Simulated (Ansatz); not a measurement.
# BrClH2Sn: the cost of one run

Program: Ansatz 0.2.0 through its Python package. Level of theory: Hartree-Fock/def2-SVP. These are calculated values, not measurements.

**1. Starting point**

Bond lengths: Cl1–Sn2 2.295 Å, Sn2–Br3 2.510 Å, Sn2–H4 1.735 Å, Sn2–H5 1.749 Å. Angles: Cl1–Sn2–Br3 108.1°, Cl1–Sn2–H4 111.9°, Cl1–Sn2–H5 110.2°, Br3–Sn2–H4 108.9°, Br3–Sn2–H5 109.3°, H4–Sn2–H5 108.3°.

The script holds or builds the structure itself.

**2. The script**

run_relaxed_scan.py reads:

```python
"""One bond of BrClH2Sn held at set lengths while the rest relaxes."""

import warnings

import ansatz as az
import numpy as np

config = {
    "basis": "def2-SVP",
    "xc": "hf",
}

warnings.simplefilter("ignore", az.DeckWarning)

mol = (
    az.Crystal.molecule()
    .atom("Cl", [-2.0273, 0.5161, -0.795])
    .atom("Sn", [0.0216, 0.0646, 0.1347])
    .atom("Br", [1.2195, -1.5532, -1.3648])
    .atom("H", [-0.1241, -0.6354, 1.7151])
    .atom("H", [0.9602, 1.5342, 0.2685])
)

calculation = mol.calculation().basis(gaussian=config["basis"]).functional(config["xc"])
symbols = [site.symbol for site in mol.cartesian_sites]
pairs = [(0, 1), (1, 2), (1, 3), (1, 4)]
print("held (A)   E (eV)        ", "  ".join(f"{symbols[i]}{i}-{symbols[j]}{j}" for i, j in pairs))
for length in [1.6, 1.73, 1.87, 2.08, 2.34]:
    summary = calculation.relax(constraints=[az.DistanceConstraint((1, 3), at=length)], force_tolerance=0.02, max_steps=60).run().report
    xyz = np.array(summary["positions_ang"])
    print(f"{length:6.2f} {summary['free_energy_ev']:14.5f}  ", "  ".join(f"{np.linalg.norm(xyz[i] - xyz[j]):.3f}" for i, j in pairs))
```

**3. The input behind the calls**

The package turns the script's settings into the engine's input (first run):

```yaml
crystal:
  periodic: [false, false, false]
  atoms:
    - { symbol: Cl, position_ang: [-2.0273, 0.5161, -0.795] }
    - { symbol: Sn, position_ang: [0.0216, 0.0646, 0.1347] }
    - { symbol: Br, position_ang: [1.2195, -1.5532, -1.3648] }
    - { symbol: H, position_ang: [-0.1241, -0.6354, 1.7151] }
    - { symbol: H, position_ang: [0.9602, 1.5342, 0.2685] }
basis:
  gaussian:
    orbitals: def2-SVP
hamiltonian:
  xc: hf
relax:
  f_tol: 0.02
  max_steps: 60
  constraints:
    - { distance: [1, 3], at: 1.6 }
```

**4. Running it**

Started as:

```
$ python run_relaxed_scan.py
```

Q: Estimate wall time and peak memory on 1 thread of Arm Neoverse V2, shared host.

About 62 s, with a peak of 0.27 GiB.
